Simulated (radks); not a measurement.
**N⁻ held by a Watson sphere**

The task here is to estimate one member of a computed series from the others.

The numbers are computed with radks (a radial shooting solver on a logarithmic mesh, Libxc functionals) version 1 (non-relativistic Kohn-Sham, PBEsol, spin-polarised, spherical densities, point nucleus; open shells are filled with parallel spins first), except any that are marked as measured or tabulated.

### The atom as given

- element: nitrogen (Z = 7)
- charge: -1
- electrons: 8
- configuration: [He] 2s2 2p4

Outer shells as boxes (Hund's rule):

N⁻
```
[He] core
2s [↑↓]
2p [↑↓][↑ ][↑ ]
```

The first run:

Input:

```text
Z 7
configuration [He] 2s2 2p4
relativity non-relativistic
functional pbe_sol,pbe_sol
spin polarised
nucleus point
watson charge 1 radius 1.61 bohr
response adiabatic LDA kernel
```

Steps of the session up to this table: R = 1.61 bohr; R = 2.58 bohr; R = 2.81 bohr; R = 3.06 bohr; R = 3.68 bohr.

One of the session's tables, all rows but one given; the rest of the session is left out.

| R (bohr) | highest level (eV) | its <r> (bohr) | sum of <r²> (bohr²) | α (bohr³) |
| --- | --- | --- | --- | --- |
| 1.61 | -6.090 | 1.612 | 16.67 | 10.86 |
| 2.58 | -4.387 | 1.821 | 19.96 | 19.01 |
| 2.81 | -4.024 | 1.868 | 20.61 | 21.62 |
| 3.06 | ? | ? | ? | ? |
| 3.68 | -2.869 | 2.046 | 22.84 | 35.04 |

Q: Estimate the row for R (bohr) = 3.06 from the others.

Worked estimate for «highest level (eV)». A straight line through the neighbours (2.81, -4.024) and (3.68, -2.869) gives -4.024 + (-2.869 + 4.024) × (3.06 − 2.81) / (3.68 − 2.81) = -3.692; a parabola fitted to 3 rows on both sides gives -3.657.

The run gave: highest level (eV): -3.657; its <r> (bohr): 1.918; sum of <r²> (bohr²): 21.29; α (bohr³): 24.83. In «highest level (eV)» the line misses by -0.035 and the parabola by 0.000.

What this shows: From R = 1.61 to 3.68 bohr the top level moves from -6.090 to -2.869 eV and its mean radius from 1.61 to 2.05 bohr. A wider sphere makes a shallower well, so the ion swells. Response by self-consistent Sternheimer equations with the Hartree and adiabatic LDA kernel.
